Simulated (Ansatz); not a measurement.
**C2H2Br2S: geometry optimisation, by script**

What geometry does C2H2Br2S take? The task is a geometry optimisation, for C2H2Br2S. SMILES: S=CC(Br)Br.

Program: Ansatz 0.2.0 through its Python package. Level of theory: B3LYP/def2-SVP. These are calculated values, not measurements.

### Step 1. The structure

Bond lengths: S1–C2 1.642 Å, C2–C3 1.500 Å, C3–Br4 1.929 Å, C3–Br5 1.917 Å, C2–H6 1.112 Å, C3–H7 1.154 Å. Angles: S1–C2–C3 125.3°, S1–C2–H6 119.3°, C3–C2–H6 115.4°, C2–C3–Br4 112.0°, C2–C3–Br5 112.3°, C2–C3–H7 107.2°, Br4–C3–Br5 116.3°, Br4–C3–H7 102.0°, Br5–C3–H7 105.9°.

No structure file is read: the coordinates are typed or built in the script.

### Step 2. Script

opt_c2h2br2s.py reads:

```python
# -*- coding: utf-8 -*-
'''Relax the C2H2Br2S molecule.'''

import warnings

import ansatz as az
import numpy as np


def main():
    warnings.simplefilter('ignore', az.DeckWarning)

    molecule = (
        az.Crystal.molecule()
        .atom('S', (-1.9501, -0.3144, 1.03))
        .atom('C', (-0.3734, 0.0927, 0.8176))
        .atom('C', (0.3796, -0.0062, -0.4756))
        .atom('Br', (0.5859, -1.8353, -1.0521))
        .atom('Br', (-0.2659, 1.2301, -1.7912))
        .atom('H', (0.2149, 0.4634, 1.6856))
        .atom('H', (1.4703, 0.3017, -0.26))
    )

    base = molecule.calculation()
    base = base.basis(gaussian='def2-SVP').functional('B3LYP')
    base = base.accuracy('medium')
    symbols = [site.symbol for site in molecule.cartesian_sites]
    start = np.array([site.position_ang for site in molecule.cartesian_sites], dtype=float)
    def progress(event):
        if event['event'] == 'relax_step':
            row = event['data']
            print(f'step {row["step"]:3d}  E = {row["lagrangian_ev"]:.6f} eV  largest force component {row["allowed_force_max_ev_ang"]:.4f} eV/A')


    summary = base.relax(force_tolerance=0.005, max_steps=100).session().plan().execute(on_event=progress).report
    end = np.array(summary['positions_ang'])

    for key in ('converged', 'free_energy_ev', 'reference_energy_ev', 'n_frozen', 'n_occupied', 'n_virtual'):
        print(f'{key:22s} {summary[key]}')

    print('final positions (A) and the move of each atom')
    for symbol, xyz, old in zip(symbols, end, start):
        print(f'{symbol:2s} {xyz[0]:10.5f} {xyz[1]:10.5f} {xyz[2]:10.5f}   {np.linalg.norm(xyz - old):7.4f}')

    charges = summary['charge_distribution']
    dipole = np.array(charges['dipole_moment_e_ang']) * 4.803205
    print('dipole (D): {:.3f} {:.3f} {:.3f}, length {:.3f}'.format(*dipole, np.linalg.norm(dipole)))
    print('atom  Mulliken   Lowdin')
    for symbol, m, l in zip(symbols, charges['mulliken_charges_e'], charges['lowdin_charges_e']):
        print(f'{symbol:4s} {m:9.3f} {l:8.3f}')


if __name__ == '__main__':
    main()
```

### Step 3. The run

Launch:

```sh
$ python opt_c2h2br2s.py
```

Q: Predict the main results. Wanted: total energy; dipole moment; moves of the relaxation; energy gained; last largest force component.

**Answer**, as computed:

| quantity | value |
| --- | --- |
| total energy | -153013.5032 eV |
| dipole moment | 1.69 D |
| moves of the relaxation | 14 |
| energy gained | 0.236 eV |
| last largest force component | 0.0017 eV/Å |

In words: After 14 moves the largest shift is 0.862 Å, of atom 6 (H). So large a move can change the bonding: the results belong to the relaxed structure. Notes:
- The end point is the stationary point reached from this start; no frequency run checks that it is a minimum, and the basis set is modest.
- The Löwdin charges here are taken after orthogonalising the functions within each atom; they differ from plain Löwdin charges, and their signs can be unphysical.
- b3lyp holds the VWN-RPA fit, as in Gaussian; the form of ORCA and Turbomole is b3lyp5.
